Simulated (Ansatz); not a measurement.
Working through a ranking of polymorphs by energy of 2 structures of Nb

Program: Ansatz's Python interface.

Interactive session:
```pycon
>>> import ansatz as az
>>> import numpy as np
>>> import spglib
>>> PHASES = {
...     'Fm-3m': (
...         [[0.0, 2.115, 2.115], [2.115, 0.0, 2.115], [2.115, 2.115, 0.0]],
...         [
...             ('Nb', [0.0, 0.0, 0.0]),
...         ],
...     ),
...     'Im-3m': (
...         [[-1.66395, 1.66395, 1.66395], [1.66395, -1.66395, 1.66395], [1.66395, 1.66395, -1.66395]],
...         [
...             ('Nb', [0.0, 0.0, 0.0]),
...         ],
...     ),
... }
>>> def build(vectors, sites):
...     crystal = az.Crystal(lattice=az.Lattice.of(vectors))
...     for symbol, position in sites:
...         crystal = crystal.atom(symbol, position)
...     return crystal
...
>>> def ground_state(name, crystal):
...     calc = crystal.calculation()
...     calc = calc.functional('r2SCAN').basis(620)
...     calc = calc.kpoints(spacing=0.14).occupations('cold', width=0.05)
...     calc = calc.stress()
...     calc = calc.band_table()
...     calc = calc.relax(force_tolerance=0.02, max_steps=60, fix_cell=['shape'])
...     return calc.run(threads=1, backend='cpu')
...
>>> def volume_per_atom(outcome):
...     return abs(np.linalg.det(outcome.lattice.cell_ang)) / len(outcome.lattice.sites)
...
>>> def space_group(outcome):
...     sites = outcome.report['lattice']['sites']
...     kinds = sorted({site['symbol'] for site in sites})
...     cell = (outcome.lattice.cell_ang, [site['position_frac'] for site in sites], [kinds.index(site['symbol']) for site in sites])
...     return spglib.get_spacegroup(cell, symprec=0.01)
...
>>> def pressure_gpa(outcome):
...     return float(np.trace(outcome.report['stress_gpa']) / 3)
...
>>> phases = {name: build(*cell) for name, cell in PHASES.items()}
>>> done = {name: ground_state(name, crystal) for name, crystal in phases.items()}
>>> energy = {name: o.report['energy_sigma0_ev'] / len(o.lattice.sites) for name, o in done.items()}
>>> lowest = min(energy.values())
>>> rows = [(name, len(o.lattice.sites), 1000 * (energy[name] - lowest), volume_per_atom(o), space_group(o), pressure_gpa(o)) for name, o in done.items()]
>>> rows.sort(key=lambda row: row[2])
>>> print('     phase       atoms  dE (meV/atom)  V (A^3/atom)  space group     P (GPa)')
     phase       atoms  dE (meV/atom)  V (A^3/atom)  space group     P (GPa)
>>> for row in rows:
...     print(f'{str(row[0]):>10}  {row[1]:10d}  {row[2]:13.1f}  {row[3]:12.3f}  {str(row[4]):>11}  {row[5]:10.2f}')
...
     Im-3m           1            0.0        18.004  Im-3m (229)        0.01
     Fm-3m           1          331.3        18.675  Fm-3m (225)        0.00
>>> print('order:', ' < '.join(row[0] for row in rows))
order: Im-3m < Fm-3m
```

By space group at the end of each run: Im-3m (+0 meV an atom, 18.0 Å³) and Fm-3m (+331 meV an atom, 18.7 Å³).

Notes:
- No spin polarisation was allowed.
- Atoms and volume are relaxed with the cell's shape held, which in cells of lower than cubic symmetry can hide stresses and shift volumes.
- Pressure is positive in compression.
- The cells come from databases of deposited and of computed structures, and not all need be stable phases.
- The ranking holds among these structures alone, at zero temperature; the ground state may be another structure. Differences under 10 to 15 meV an atom lie within the error of mesh and functional.
- Wall time of the script: 87 s on 1 thread of Arm Neoverse V1, with other jobs on the host, peak memory 0.53 GiB.
